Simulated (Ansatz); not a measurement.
# AlHCl2 + HCl: a complex and its separated parts

Aim: how far the complex at one end of a reaction step lies below its separated, relaxed parts, level by level.

Method: PBE0-D4/def2-TZVP structures, single points in def2-TZVPP, no counterpoise correction; program: Ansatz 0.2.0, Gaussian basis.

Levels: SPW92, PBE-D4, BLYP-D4, r2SCAN-D4, B97M-V, PBE0-D4, B3LYP-D4, r2SCAN0-D4, BHLYP-D4, CAM-B3LYP-D4, wB97X-V, wB97M-V, B2PLYP, PBE-QIDH, RPA on PBE, Hartree-Fock, MP2, CCSD, CCSD(T).

Cores are frozen in the correlated methods. B3LYP uses VWN-RPA correlation. B2PLYP carries no dispersion term here.

### Step 1. Starting geometry

The complex: 6 atoms, charge 0, spin multiplicity 1.

Atoms are counted from 1 here; the program's logs count them from 0.

Bond lengths: Al1–Cl2 2.605 Å, Al1–Cl3 2.099 Å, Al1–Cl4 2.099 Å, Al1–H6 1.571 Å, Cl2–H5 1.285 Å. Angles: Cl2–Al1–Cl3 98.4°, Cl2–Al1–Cl4 98.4°, Cl2–Al1–H6 92.4°, Cl3–Al1–Cl4 116.7°, Cl3–Al1–H6 119.8°, Cl4–Al1–H6 119.8°, Al1–Cl2–H5 92.9°.

As a file:

```mol
AlCl3H2
  3D, bonds by distance, orders not assigned

  6  5  0  0  0  0  0  0  0  0999 V2000
   -0.1192   -0.7280    0.2405 Al  0  0
    0.6241    1.5674   -0.7424 Cl  0  0
   -0.2643   -1.7991   -1.5582 Cl  0  0
    1.5658   -1.1113    1.4313 Cl  0  0
   -0.3971    2.1791   -0.2588 H   0  0
   -1.4093   -0.1084    0.8877 H   0  0
  1  2  8  0
  1  3  8  0
  1  4  8  0
  1  6  8  0
  2  5  8  0
M  END
```

Its parts: AlHCl2 holds atoms 1, 3, 4, 6; HCl holds atoms 2, 5. Each part counts its atoms afresh in its own runs.

### Step 2. Relaxing AlHCl2 alone

Input file relax-a/in.yaml:

```yaml
crystal:
  periodic: [false, false, false]
  atoms:
    - {symbol: Al, position_ang: [-0.119151, -0.727972, 0.240533]}
    - {symbol: Cl, position_ang: [-0.264325, -1.799060, -1.558217]}
    - {symbol: Cl, position_ang: [1.565784, -1.111261, 1.431286]}
    - {symbol: H, position_ang: [-1.409276, -0.108369, 0.887726]}
basis:
  gaussian: {orbitals: def2-TZVP}
hamiltonian: {xc: pbe0, dispersion: d4}
relax: {f_tol: 0.005, max_steps: 200}
```

No record of the launch command was kept for these runs.

After this run come: Relaxing HCl alone; wB97M-V/def2-TZVPP; CCSD(T)/def2-TZVPP; Vibrations of AlHCl2; Vibrations of HCl.

What does the calculation give? Wanted: complex less parts, CCSD(T)/def2-TZVPP; with zero-point energy; largest T1 diagnostic.

The runs gave:

| quantity | value |
| --- | --- |
| complex less parts, CCSD(T)/def2-TZVPP | -6.5 kcal/mol |
| with zero-point energy | -5.3 kcal/mol |
| largest T1 diagnostic | 0.008 |

In words: At CCSD(T) the complex lies 6.5 kcal/mol below its parts. B3LYP-D4 is the best functional here (-0.2 kcal/mol from CCSD(T)); SPW92 is the worst (-4.9 kcal/mol). BLYP-D4 is as near within the digits shown. By rung, the mean size of the error is: LDA 4.9, GGA 0.9, meta-GGA 0.9, hybrid 1.0, range-separated hybrid 1.0, double hybrid 1.0 kcal/mol. PBE-D4 gives a relative energy 1.5 kcal/mol too low, outside chemical accuracy (1 kcal/mol). The complex's frequency run has imaginary modes: the structure is no minimum, so both the energy and the zero-point correction are in doubt. No counterpoise was applied, and triple zeta lacks some correlation, so the CCSD(T) reference has a basis error of its own, and close matches with it are partly luck.
